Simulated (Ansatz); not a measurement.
# NaBr+ (doublet): wave-function methods side by side, 6-31G

An exercise on one series of results from a longer session: the logs are not shown, and one member is left open.

Method: 6-31G, core rule «outside noble gas», up to 19 orbitals frozen; program: Ansatz 0.2.0, Gaussian basis.

The runs, in order: UHF; CCSD(T) on ROHF; CCSD(T) on UHF; BCCD(T) on ROHF; CISD; CCSDT(Q) on ROHF; CCSDT(Q) on UHF; CISDTQ; Full CI.

16 further runs of the same task are left out: 7 for a known fault of the program, 4 that didn't finish, 5 set aside as unsound or not needed.

**The system**

The geometry is a PBE0/def2-TZVP stationary point (not a proven minimum) of the parent state, kept for this charge and spin. No spin-orbit coupling is included. The filled d shell of Br may be among the frozen orbitals whatever the setting's name suggests; the logs give the count.

2 atoms, charge 1, spin multiplicity 2.

Atoms are counted from 1 here; the program's logs count them from 0.

Bond lengths: Br1–Na2 2.507 Å.

Set-up of the first run:

in.yaml

```yaml
crystal:
  periodic: [false, false, false]
  atoms:
    - {symbol: Br, position_ang: [0.000000, 0.000000, 0.000000]}
    - {symbol: Na, position_ang: [0.000000, 0.000000, 2.506800]}
basis:
  gaussian: {orbitals: 6-31G}
total_charge: 1
magnetization: {spin_polarized: true, initial_magnetization: 1}
hamiltonian: {xc: hf}
output: {orbitals: {seedname: orbitals}}
```

On the command line:

```sh
$ ansatz run in.yaml --threads 1 --pin off --events-out ev --progress --plain --max-ram 2393MiB
```

Among the steps run: UHF; CCSD(T) on ROHF; CCSD(T) on UHF; BCCD(T) on ROHF; CISD; CCSDT(Q) on ROHF; CCSDT(Q) on UHF; CISDTQ; Full CI.

One table of the session follows, with a row left open; its other results are not shown here.

```
   method  from FCI (kJ/mol)
     ROHF                  ?
      UHF              +82.4
     RMP2              +14.3
     UMP2              +14.1
     CISD               +1.9
    RCCSD               +1.1
    UCCSD               +1.1
 RCCSD(T)               +0.1
 UCCSD(T)               +0.1
  BCCD(T)               +0.2
   RCCSDT               -0.1
   UCCSDT               -0.1
   CISDTQ                0.0
RCCSDT(Q)                0.0
UCCSDT(Q)               -0.1
      FCI                  0
```

Estimate the missing values for ROHF.

**Answer.** from FCI (kJ/mol): +83.8. In the column «from FCI (kJ/mol)» it is the highest.

Caveats from the session: Levels on UHF freeze UHF's core orbitals, full CI those of ROHF, so the U rows can settle a little off it for that reason alone. Restricted and unrestricted rows rest on different reference determinants; where their highest levels disagree by more than a few hundredths of an eV, they describe different states and don't form one ladder.
